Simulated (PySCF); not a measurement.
# H9OPSi3: the cost of one run

The runs use PySCF 2.14.0, with density-fitted response routines of our own; the level of theory stands in each step. All values are computed, except where a source is named. Atoms are numbered from 0 throughout.

## (1) The starting structure

14 atoms, charge 0, multiplicity 1; geometry from: GFN2-xTB. The atoms were then displaced at random by about 0.01 Å, so the start is not that level's minimum.

Bonds of the start (Å): Si0–Si1 2.28, Si1–O2 1.62, O2–Si3 1.66, Si3–P4 2.22, Si0–H5 1.48, Si0–H6 1.49, Si0–H7 1.45, Si1–H8 1.48, Si1–H9 1.47, Si3–H10 1.45, Si3–H11 1.46, P4–H12 1.38, P4–H13 1.36.

## (2) Relaxing the molecule at PBE0-D3(BJ)/def2-SVP

Job settings and geometry (Å):

```
{"job": {"xc": "PBE0", "basis": "def2-SVP", "d3": "d3bj", "grid": 1, "shake": 0.01, "kind": "geom"}, "charge": 0, "multiplicity": 1}
Si    -2.677890     0.017720    -0.606460
Si    -1.089130     0.452620     0.976650
O      0.168620    -0.515620     0.639350
Si     1.701990    -0.904580     0.143010
P      2.519890     0.825980    -0.988170
H     -3.990950    -0.264260     0.018660
H     -2.942610     1.200400    -1.475120
H     -2.386780    -1.069880    -1.519460
H     -1.404100     0.088300     2.381340
H     -0.565120     1.828380     1.019080
H      2.410610    -1.281580     1.355770
H      1.495500    -2.028830    -0.765890
H      3.071700     1.451560     0.113930
H      3.681090     0.184710    -1.300430
```

Started as:

```sh
> OMP_NUM_THREADS=1 python probes_run.py task.json out
```

The driver reads the jobs from task.json and runs them one after another.

**Question.** How long does this first job take on 1 thread of Arm Neoverse V2, shared host, and how much memory does it need?

About 3.5 min, with a peak of 0.51 GiB.
